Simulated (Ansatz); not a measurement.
What does this script print? It uses Ansatz's Python interface.

Input file `POSCAR_tc2n`:
```text
Tc2N
1.0
   2.82470003    0.00000000    0.00000000
  -1.41235001    2.44626198    0.00000000
   0.00000000    0.00000000    9.68079071
Tc N
4 2
Direct
   0.33333333    0.66666667    0.39245285
   0.66666667    0.33333333    0.60754715
   0.66666667    0.33333333    0.89245285
   0.33333333    0.66666667    0.10754715
   0.33333333    0.66666667    0.75000000
   0.66666667    0.33333333    0.25000000
```

Script `edit.py`:
```python
"""Keys set on an Input object, for Tc2N."""

import warnings

import ansatz
from ase.io import read
import pandas as pd


def main() -> None:
    warnings.simplefilter("ignore", ansatz.DeckWarning)

    atoms = read("POSCAR_tc2n", format="vasp")
    xtal = ansatz.Crystal.from_ase(atoms)

    setup = (
        xtal.calculation()
        .occupations(ansatz.OccupationsMethod.FERMI_DIRAC, width=100 * ansatz.meV)
        .functional(ansatz.Functional.R2SCAN)
        .basis(48 * ansatz.Ry)
        .pseudopotentials("paw")
        .kpoints(9, 9, 3)  # sampling of the Brillouin zone
        .band_table()  # levels at the mesh points
    )
    typed = setup.input()
    rows = []
    for value in [2, 5, 10]:
        edited = typed.set(ansatz.key.scf.mixing.ndim, value)
        data = ansatz.Session.from_dict(edited).plan().execute().report
        rows.append((value, data["free_energy_ev"], data["n_iterations"], len(data["eigenvalues_ev"][0]) if "eigenvalues_ev" in data else 0))
    print(pd.DataFrame(rows, columns=["history", "F eV", "iterations", "bands listed"]).round(4).to_string(index=False))


if __name__ == "__main__":
    main()
```

```console
$ python edit.py
 history        F eV  iterations  bands listed
       2 -22409.3421          18            42
       5 -22409.3421           9            42
      10 -22409.3421           9            42
```

Notes:
- Absolute energies stand on the zero of these potentials, so only differences at equal settings mean something. A total without «per atom» is that of the whole cell that was run.
- Spin is left out of this run.
- The mesh is modest for a metal, so energies can be off by several to tens of meV an atom and pressures by half a GPa or more; differences at equal mesh fare better.
- The structure comes from a database of computed cells and needn't be a stable or known phase.
- It ran for 39 s on 1 thread of Arm Neoverse V2, on a shared host, peak memory 0.66 GiB.
